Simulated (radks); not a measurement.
**Nd⁴¹⁺ in [Ar] 3d1: an all-electron calculation**

Wanted: eigenvalues, radial structure and energy terms of the neodymium ion Nd41+.

Method: Dirac Kohn-Sham, LDA (Slater exchange, Perdew-Wang correlation), spin-unpolarised, spherical densities, point nucleus; open shells fill j = l - 1/2 first. Code: radks (a radial shooting solver on a logarithmic mesh, Libxc functionals) version 1.

## (1) Starting point

| Property | Result |
| --- | --- |
| element | neodymium (Z = 60) |
| charge | +41 |
| electrons | 19 |
| configuration | [Ar] 3d1 |

## (2) The run

The run's settings:

```text
Z 60
configuration [Ar] 3d1
relativity Dirac
functional lda,pw
spin unpolarised
j_filling energy
nucleus point
c 137.035999084
```

**Question.** What will this run give?

The runs gave:

| quantity | value |
| --- | --- |
| total energy | -8220.3695 hartree |
| exchange-correlation share of it | 1.63 % |
| −T/E | 1.0904 |
| highest occupied level | 3d3/2, -3025.7 eV |
| most extended occupied level | 3s1/2, <r> = 0.247 bohr |
| radius at density 0.001 e/bohr³ | 0.737 bohr |
| maxima of the radial density | 3 |
| ionisation energy, NIST | 3078 (theory) eV |

The radial density shows 3 maxima for 3 occupied principal shells. Relativity lifts −T/E to 1.090. Minus the highest eigenvalue, 3025.7 eV, is 98 % of the tabulated ionisation energy (3078 eV). Spin polarisation and multiplet splitting are left out.
